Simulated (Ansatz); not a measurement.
**BNH3F3 (SMILES [NH3+][B-](F)(F)F) at HF/6-311G(d)**

Aim: the adiabatic electron affinity of BNH3F3 at HF/6-311G*, from 2 runs. 

Program for the calculation: Ansatz 0.2.0.

3 further runs of the same task are left out: 2 for a known fault of the program, 1 set aside as unsound or not needed.

### 1 The system as given

The species is BNH3F3 (8 atoms), meant as a singlet with charge 0. As SMILES, `[NH3+][B-](F)(F)F`. Geometry: relaxed at PBE0-D4/def2-TZVP. The run starts from this shape.

Bond lengths: N1–B2 1.674 Å, B2–F3 1.368 Å, B2–F4 1.368 Å, B2–F5 1.368 Å, N1–H6 1.015 Å, N1–H7 1.015 Å, N1–H8 1.015 Å. Some angles: N1–B2–F3 104.1°, N1–B2–F4 104.1°, N1–B2–F5 104.1°, F3–B2–F4 114.2°, F3–B2–F5 114.2°, F4–B2–F5 114.2°, B2–N1–H6 110.1°, B2–N1–H7 110.1°, B2–N1–H8 110.1°, H6–N1–H7 108.9°.

### 2 A structure relaxation at HF/6-311G(d)

in.yaml reads:

```yaml
basis:
  gaussian: {orbitals: 6-311G_st_.json}
crystal:
  periodic: [false, false, false]
  atoms:
    - {symbol: N, position_ang: [-0.501800, -0.052400, 0.645700]}
    - {symbol: B, position_ang: [0.531500, 0.038700, -0.668100]}
    - {symbol: F, position_ang: [1.521100, -0.860400, -0.378100]}
    - {symbol: F, position_ang: [-0.251400, -0.312100, -1.733900]}
    - {symbol: F, position_ang: [0.943600, 1.343300, -0.679400]}
    - {symbol: H, position_ang: [-1.280300, 0.587300, 0.522000]}
    - {symbol: H, position_ang: [-0.006300, 0.194600, 1.496700]}
    - {symbol: H, position_ang: [-0.864300, -0.996100, 0.739300]}
hamiltonian: {xc: hf}
relax: {escape_saddle: false}
output: {orbitals: {seedname: orbitals}}
```

The basis set 6-311G* is read from a file made from the Basis Set Exchange's data (not shown).

The run is started by

```console
$ ansatz run in.yaml --threads 1 --pin off --max-ram 2610MiB --events-out events.jsonl --progress --plain --runs-dir runs
```

What it wrote (excerpt; [...] marks lines left out):

```text
Warning: RAYON_NUM_THREADS=1 ignored (pool sized by the plan → 1); use --threads N
[...]
Functional definition: HF
  name "HF"
[...]
962 factors; integrals over basis functions are off by at most 4.9e-4 eV
[...]
mean field -10327.05113892 eV, -379.5121294288 hartree, gradient 2.0e-5 eV, S^2 0.000000; 0 other end points of the search recorded, 0 dependent functions left out
[...]
reference -10327.05113892 eV, -379.5121294288 hartree; 21, 21 occupied and 78, 78 virtual orbitals, 962 factors
relax step   1: F+E_penalty+E_count = -10327.05113892 eV  Δ(F+E_penalty+E_count) = +0.000e0 eV  max|allowed force component| = 6.436e-1 eV/Å  Δτ_max = 0.0000 Å  (33 SCF iters, accepted)
[...]
relax step   4: F+E_penalty+E_count = -10327.07606140 eV  Δ(F+E_penalty+E_count) = -4.359e-4 eV  max|allowed force component| = 2.755e-2 eV/Å  Δτ_max = 0.0040 Å  (25 SCF iters, accepted)
[...]
relax step   5: F+E_penalty+E_count = -10327.07615045 eV  Δ(F+E_penalty+E_count) = -8.905e-5 eV  max|allowed force component| = 4.366e-3 eV/Å  Δτ_max = 0.0028 Å  (25 SCF iters, accepted)
962 factors; integrals over basis functions are off by at most 4.9e-4 eV
mean field -10327.07615045 eV, -379.5130485855 hartree, gradient 1.2e-5 eV, S^2 0.000000; 1 other end points of the search recorded, 0 dependent functions left out
[...]
reference -10327.07615045 eV, -379.5130485855 hartree; 21, 21 occupied and 78, 78 virtual orbitals, 962 factors
Total energy: -10327.07615045 eV, -379.5130485855 hartree
Atom 0 at    -0.502705    -0.052496     0.646892 Å, force     0.000563     0.000066    -0.000710 eV/Å
Atom 1 at     0.537539     0.039263    -0.675859 Å, force     0.003436     0.000298    -0.004366 eV/Å
Atom 2 at     1.514063    -0.853132    -0.381097 Å, force    -0.002122     0.000307     0.001972 eV/Å
Atom 3 at    -0.244518    -0.309512    -1.726380 Å, force    -0.001270     0.000016     0.002628 eV/Å
Atom 4 at     0.940855     1.333160    -0.680226 Å, force    -0.001890    -0.000807     0.002111 eV/Å
Atom 5 at    -1.272103     0.577153     0.529295 Å, force     0.000411     0.000083    -0.000545 eV/Å
Atom 6 at    -0.018072     0.190075     1.488646 Å, force     0.000462     0.000025    -0.000516 eV/Å
Atom 7 at    -0.862960    -0.981610     0.742928 Å, force     0.000409     0.000011    -0.000574 eV/Å
Dipole moment:    -0.814135    -0.071813     1.035236 e Å
```

Run time: 16 s. Hardware: 1 thread of AMD EPYC 7R43 (Zen 3), shared host.

Step by step:

```
step  energy from the first frame kept (eV)  largest force (eV/Å)
   1                                 0.0000                0.6791
   2                                -0.0223                0.2169
   3                                -0.0245                0.0917
   4                                -0.0249                0.0351
   5                                -0.0250                0.0056
```

After the run. Bond lengths: N1–B2 1.685 Å, B2–F3 1.355 Å, B2–F4 1.355 Å, B2–F5 1.355 Å, N1–H6 1.001 Å, N1–H7 1.001 Å, N1–H8 1.001 Å. Some angles: N1–B2–F3 103.8°, N1–B2–F4 103.8°, N1–B2–F5 103.8°, F3–B2–F4 114.5°, F3–B2–F5 114.5°, F4–B2–F5 114.5°, B2–N1–H6 110.4°, B2–N1–H7 110.4°, B2–N1–H8 110.4°, H6–N1–H7 108.6°.

### 3 The doublet anion

in.yaml: that of step 2 with these lines changed.

```diff
@@ -1,3 +1 @@
-basis:
-  gaussian: {orbitals: 6-311G_st_.json}
 crystal:
@@ -13,2 +11,6 @@
     - {symbol: H, position_ang: [-0.864300, -0.996100, 0.739300]}
+basis:
+  gaussian: {orbitals: 6-311G_st_.json}
+total_charge: -1
+magnetization: {spin_polarized: true, initial_magnetization: 1}
 hamiltonian: {xc: hf}
```

The basis set 6-311G* is read from a file made from the Basis Set Exchange's data (not shown).

The run is started by

```console
$ ansatz run in.yaml --threads 1 --pin off --max-ram 2610MiB --events-out events.jsonl --progress --plain --runs-dir runs
```

What it wrote (excerpt; [...] marks lines left out):

```text
Warning: RAYON_NUM_THREADS=1 ignored (pool sized by the plan → 1); use --threads N
[...]
Functional definition: HF
  name "HF"
[...]
962 factors; integrals over basis functions are off by at most 4.9e-4 eV
[...]
mean field -10324.44958921 eV, -379.4165242402 hartree, gradient 2.6e-5 eV, S^2 0.753043; 0 other end points of the search recorded, 0 dependent functions left out
[...]
reference -10324.44958921 eV, -379.4165242402 hartree; 22, 21 occupied and 77, 78 virtual orbitals, 962 factors
relax step   1: F+E_penalty+E_count = -10324.44958921 eV  Δ(F+E_penalty+E_count) = +0.000e0 eV  max|allowed force component| = 2.146e0 eV/Å  Δτ_max = 0.0000 Å  (68 SCF iters, accepted)
[...]
relax step   4: F+E_penalty+E_count = -10324.65827433 eV  Δ(F+E_penalty+E_count) = -2.750e-3 eV  max|allowed force component| = 3.225e-2 eV/Å  Δτ_max = 0.0082 Å  (28 SCF iters, accepted)
[...]
reference -10324.65848133 eV, -379.4242008838 hartree; 22, 21 occupied and 77, 78 virtual orbitals, 962 factors
Total energy: -10324.65848133 eV, -379.4242008838 hartree
Atom 0 at    -0.484133    -0.050857     0.623276 Å, force     0.001888     0.000152    -0.002346 eV/Å
Atom 1 at     0.499557     0.035912    -0.627561 Å, force    -0.004298    -0.000385     0.005471 eV/Å
Atom 2 at     1.544759    -0.847732    -0.424304 Å, force     0.001478    -0.000550    -0.000746 eV/Å
Atom 3 at    -0.209023    -0.305639    -1.765911 Å, force     0.000208    -0.000217    -0.001751 eV/Å
Atom 4 at     0.973083     1.332569    -0.722635 Å, force     0.001043     0.001017    -0.000998 eV/Å
Atom 5 at    -1.301679     0.578657     0.560499 Å, force    -0.000226     0.000182     0.000053 eV/Å
Atom 6 at    -0.040295     0.189260     1.525476 Å, force     0.000083     0.000029     0.000268 eV/Å
Atom 7 at    -0.890168    -0.989270     0.775360 Å, force    -0.000177    -0.000227     0.000049 eV/Å
Dipole moment:     0.257470     0.022714    -0.327400 e Å
```

Wall time 28 s (1 thread of AMD EPYC 7R43 (Zen 3), shared host).

Steps, from the record of the run:

| step | energy from the first frame kept (eV) | largest force (eV/Å) |
| --- | --- | --- |
| 1 | 0.0000 | 2.7352 |
| 2 | -0.1646 | 1.6570 |
| 3 | -0.2059 | 0.3223 |
| 4 | -0.2087 | 0.0409 |
| 5 | -0.2089 | 0.0070 |

After the run. Bond lengths: N1–B2 1.594 Å, B2–F3 1.384 Å, B2–F4 1.384 Å, B2–F5 1.384 Å, N1–H6 1.034 Å, N1–H7 1.034 Å, N1–H8 1.034 Å. Some angles: N1–B2–F3 108.4°, N1–B2–F4 108.4°, N1–B2–F5 108.4°, F3–B2–F4 110.5°, F3–B2–F5 110.5°, F4–B2–F5 110.5°, B2–N1–H6 114.0°, B2–N1–H7 114.0°, B2–N1–H8 114.0°, H6–N1–H7 104.5°.

### 4 Summary of results

At HF/6-311G*:

| quantity | value |
| --- | --- |
| singlet BNH3F3: total energy at the end | -379.51305 Eh |
| singlet BNH3F3: dipole moment | 6.34 D |
| singlet BNH3F3: HOMO energy | -15.00 eV |
| singlet BNH3F3: LUMO energy | 2.94 eV |
| singlet BNH3F3: HOMO–LUMO gap | 17.95 eV |
| doublet anion: total energy at the end | -379.42420 Eh |
| doublet anion: HOMO energy (highest over α and β) | 1.87 eV |
| doublet anion: LUMO energy (lowest over α and β) | 9.06 eV |
| doublet anion: ⟨S²⟩ | 0.753 |
| adiabatic electron affinity (to the doublet anion, no zero-point term) | -2.418 eV |

**Reading.** The adiabatic electron affinity (to the doublet anion, no zero-point term) is −2.42 eV (−233 kJ/mol). A negative value puts this state of the anion above the relaxed parent: the electron is not bound at this level, and such a value depends on the basis. The optimisation (singlet BNH3F3) took 4 steps and changed the energy by -0.025 eV. The optimisation (doublet anion) took 4 steps and changed the energy by -0.209 eV. Mulliken charges (doublet anion) run from -0.67 on N1 to +0.94 on B2. The HOMO (doublet anion) lies at positive energy, 1.87 eV: the electron is unbound at this level or held by a compact basis; values depend on the basis.
